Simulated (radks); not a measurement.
**Xe⁺ in [Kr] 4d10 5s1.5 5p5 5d0.5: an all-electron calculation**

Aim: the levels, the sizes of the orbitals and the parts of the energy of the xenon ion Xe+.

Method: Dirac Kohn-Sham, LDA (Slater exchange, Perdew-Wang correlation), spin-unpolarised, spherical densities, finite nucleus; open shells are shared between the two j in proportion to 2j + 1. Code: radks (a radial shooting solver on a logarithmic mesh, Libxc functionals) version 1.

## Step 1: Starting point

* element: xenon (Z = 54)
* charge: +1
* electrons: 53
* configuration: [Kr] 4d10 5s1.5 5p5 5d0.5
* nuclear rms radius: 4.7859 fm

## Step 2: The calculation

Settings of this run:

```text
Z 54
configuration [Kr] 4d10 5s1.5 5p5 5d0.5
relativity Dirac
functional lda,pw
spin unpolarised
j_filling average
nucleus finite rms 4.7859 fm
c 137.035999084
```

**Question.** What will this run give?

**Answer**, as computed:

| quantity | value |
| --- | --- |
| total energy | -7443.12682 hartree |
| exchange-correlation share of it | 2.43 % |
| −T/E | 1.0620 |
| highest occupied level | 5d5/2, -5.104 eV |
| most extended occupied level | 5d5/2, <r> = 3.74 bohr |
| radius at density 0.001 e/bohr³ | 4.29 bohr |
| maxima of the radial density | 4 |

What this shows: The radial density shows 4 maxima for 5 occupied principal shells; where shells overlap, one shows as a shoulder or not at all. −T/E is 1.062: with relativity the kinetic term as defined here no longer equals −E. This is not the tabulated ground configuration, so its levels and sizes aren't those of the ground state, and no measured value stands beside it.
